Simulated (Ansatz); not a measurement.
**ZrH₄ (singlet): the correlation ladder at a displaced geometry (v1), def2-SVP**

An exercise on one series of results from a longer session: the logs are not shown, and one member is left open.

Method: def2-SVP, core rule «outside noble gas», up to 4 orbitals frozen; program: Ansatz 0.2.0, Gaussian basis.

To be run: UHF; CCSD(T) on RHF; CISD; CCSDT(Q) on RHF.

20 further runs of the same task are left out: 11 for a known fault of the program, 3 that didn't finish, 6 set aside as unsound or not needed. Runs told in other sessions of the task aren't counted.

## The system

The geometry is a PBE0/def2-TZVP stationary point (not a proven minimum) with its atoms shifted at random (size 0.040 Å). No spin-orbit coupling is included. Elements past krypton take def2 core potentials.

5 atoms, charge 0, spin multiplicity 1.

Atoms are counted from 1 here; the program's logs count them from 0.

Bond lengths: Zr1–H2 1.828 Å, Zr1–H3 1.761 Å, Zr1–H4 1.879 Å, Zr1–H5 1.837 Å. Angles: H2–Zr1–H3 109.8°, H2–Zr1–H4 111.2°, H2–Zr1–H5 112.6°, H3–Zr1–H4 108.1°, H3–Zr1–H5 108.9°, H4–Zr1–H5 106.1°.

The first run:

Input file in.yaml:

```yaml
crystal:
  periodic: [false, false, false]
  atoms:
    - {symbol: Zr, position_ang: [0.001136, -0.000041, 0.001739]}
    - {symbol: H, position_ang: [1.063287, 1.050120, 1.054928]}
    - {symbol: H, position_ang: [-1.018511, -1.018985, 1.012712]}
    - {symbol: H, position_ang: [-1.116817, 1.043092, -1.090759]}
    - {symbol: H, position_ang: [0.969207, -1.070482, -1.134261]}
basis:
  gaussian: {orbitals: def2-SVP}
magnetization: {spin_polarized: true, initial_magnetization: 0}
hamiltonian: {xc: hf}
output: {orbitals: {seedname: orbitals}}
```

Started as:

```console
ansatz run in.yaml --threads 1 --pin off --events-out ev --progress --plain --max-ram 2393MiB
```

Among the steps run: UHF; CCSD(T) on RHF; CISD; CCSDT(Q) on RHF.

One table of the session follows, with a row left open; its other results are not shown here.

It belongs to the step «Misses and costs». 

```
   method  from RCCSDT(Q) (kJ/mol)
      RHF                        ?
     RMP2                    +86.2
     CISD                    +28.7
    RCCSD                     +8.7
 RCCSD(T)                     +1.8
   RCCSDT                      0.0
RCCSDT(Q)                        0
```

**Question.** Estimate the row for RHF.

As computed: from RCCSDT(Q) (kJ/mol): +372.3. In the column «from RCCSDT(Q) (kJ/mol)» it is the highest.
